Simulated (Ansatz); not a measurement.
**RuH2 (triplet): the correlation ladder, def2-SVP**

One table from this session's results is given with a row withheld; the runs are named, their logs left out.

Program: Ansatz 0.2.0, Gaussian basis. Level of theory: def2-SVP, core rule «outside noble gas», up to 4 orbitals frozen. These are calculated values, not measurements.

To be run: UHF; CCSD(T) on ROHF; CCSD(T) on UHF; CISD; CCSDT(Q) on ROHF; CCSDT(Q) on UHF; CCSDTQ on ROHF; CASSCF and MRCISD+Q, 10 electrons in 8 orbitals; CASSCF and NEVPT2, 10 electrons in 8 orbitals.

2 further runs of the same task are left out: 2 set aside as unsound or not needed.

## The system

The geometry is a PBE0/def2-TZVP stationary point (not a proven minimum) of the parent state, kept for this charge and spin. No spin-orbit coupling is included. Elements past krypton take def2 core potentials.

3 atoms, charge 0, spin multiplicity 3.

Atoms are counted from 1 here; the program's logs count them from 0.

Bond lengths: Ru1–H2 1.550 Å, Ru1–H3 1.550 Å. Angles: H2–Ru1–H3 89.6°.

As a file:

```tsv
atom	x (Å)	y (Å)	z (Å)
Ru1	0.0000	-0.0215	0.0000
H2	0.0000	1.0780	-1.0922
H3	0.0000	1.0780	1.0922
```

Set-up of the first run:

in.yaml

```yaml
crystal:
  periodic: [false, false, false]
  atoms:
    - {symbol: Ru, position_ang: [0.000000, -0.021500, 0.000000]}
    - {symbol: H, position_ang: [0.000000, 1.077959, -1.092234]}
    - {symbol: H, position_ang: [0.000000, 1.077953, 1.092239]}
basis:
  gaussian: {orbitals: def2-SVP}
magnetization: {spin_polarized: true, initial_magnetization: 2}
hamiltonian: {xc: hf}
output: {orbitals: {seedname: orbitals}}
```

The run is started by

```
> ansatz run in.yaml --threads 1 --pin off --events-out ev --progress --plain --max-ram 3968MiB --backend cpu
```

Steps of the session up to this table: UHF; CCSD(T) on ROHF; CCSD(T) on UHF; CISD; CCSDT(Q) on ROHF; CCSDT(Q) on UHF; CCSDTQ on ROHF; CASSCF and MRCISD+Q, 10 electrons in 8 orbitals; CASSCF and NEVPT2, 10 electrons in 8 orbitals.

One of the session's tables, all rows but one given; the rest of the session is left out.

It belongs to the step «Misses and costs». 

| method | from RCCSDTQ (kcal/mol) |
| --- | --- |
| ROHF | +144.08 |
| UHF | ? |
| RMP2 | +16.37 |
| UMP2 | +15.39 |
| CISD | +15.52 |
| RCCSD | +5.31 |
| UCCSD | +3.79 |
| RCCSD(T) | +0.66 |
| UCCSD(T) | -0.76 |
| RCCSDT | +0.25 |
| UCCSDT | -1.24 |
| RCCSDT(Q) | +0.02 |
| UCCSDT(Q) | -1.49 |
| RCCSDTQ | 0 |
| CASSCF valence | +112.62 |
| NEVPT2 valence | +18.94 |
| MRCISD valence | +9.24 |
| MRCISD+Q valence | +2.61 |

**Question.** Estimate the row for UHF.

**Answer.** from RCCSDTQ (kcal/mol): +138.78. In the column «from RCCSDTQ (kcal/mol)» it lies between CASSCF valence (+112.62) and ROHF (+144.08).

To keep in mind: Restricted and unrestricted rows rest on different reference determinants; where their highest levels disagree by more than a few hundredths of an eV, they describe different states and don't form one ladder.
